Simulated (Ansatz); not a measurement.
# C2H4AlBr: the cost of one run

Method: the settings change from run to run; program: Ansatz 0.2.0, Gaussian basis.

## Step 1: The molecule

An earlier PBE0-D4 in a triple-zeta def2 set relaxation fixed the geometry.

8 atoms, charge 0, spin multiplicity 1.

Atoms are counted from 1 here; the program's logs count them from 0.

Bond lengths: Br1–C2 2.066 Å, Br1–Al4 2.533 Å, C2–C3 1.535 Å, C2–Al4 1.897 Å, C2–H5 1.085 Å, C3–Al4 1.932 Å, C3–H6 1.090 Å, C3–H7 1.096 Å, Al4–H8 1.568 Å. Angles: C2–Br1–Al4 47.4°, Br1–C2–C3 103.3°, Br1–C2–Al4 79.3°, Br1–C2–H5 105.5°, C3–C2–Al4 67.6°, C3–C2–H5 124.8°, Al4–C2–H5 163.7°, C2–C3–Al4 65.2°, C2–C3–H6 119.7°, C2–C3–H7 107.9°, Al4–C3–H6 130.8°, Al4–C3–H7 113.0°, H6–C3–H7 110.8°, Br1–Al4–C2 53.3°, Br1–Al4–C3 77.8°, Br1–Al4–H8 122.9°, C2–Al4–C3 47.3°, C2–Al4–H8 149.8° and more.

## Step 2: wB97X/pcseg-2

This run has the search for lower states set to off.

in.yaml reads:

```yaml
crystal:
  periodic: [false, false, false]
  atoms:
    - {symbol: Br, position_ang: [-2.017785, 0.639409, -0.042113]}
    - {symbol: C, position_ang: [-0.105000, 0.387131, -0.781240]}
    - {symbol: C, position_ang: [0.763255, 0.362884, 0.484964]}
    - {symbol: Al, position_ang: [-0.314005, -1.217645, 0.209421]}
    - {symbol: H, position_ang: [-0.006994, 1.109615, -1.584680]}
    - {symbol: H, position_ang: [0.675327, 1.166099, 1.216115]}
    - {symbol: H, position_ang: [1.805933, 0.229457, 0.175905]}
    - {symbol: H, position_ang: [-0.708532, -2.733951, 0.265728]}
basis:
  gaussian: {orbitals: pcseg-2}
hamiltonian: {xc: {name: wB97X}}
scf: {lower_state_search: off}
output: {forces: true}
```

Command:

```console
$ ansatz run in.yaml --threads 2 --pin off --events-out ev --progress --plain --max-ram 4352MiB
```

Q: Estimate wall time and peak memory on 2 threads of Arm Neoverse V2, shared host.

About 8.5 s, with a peak of 0.52 GiB.
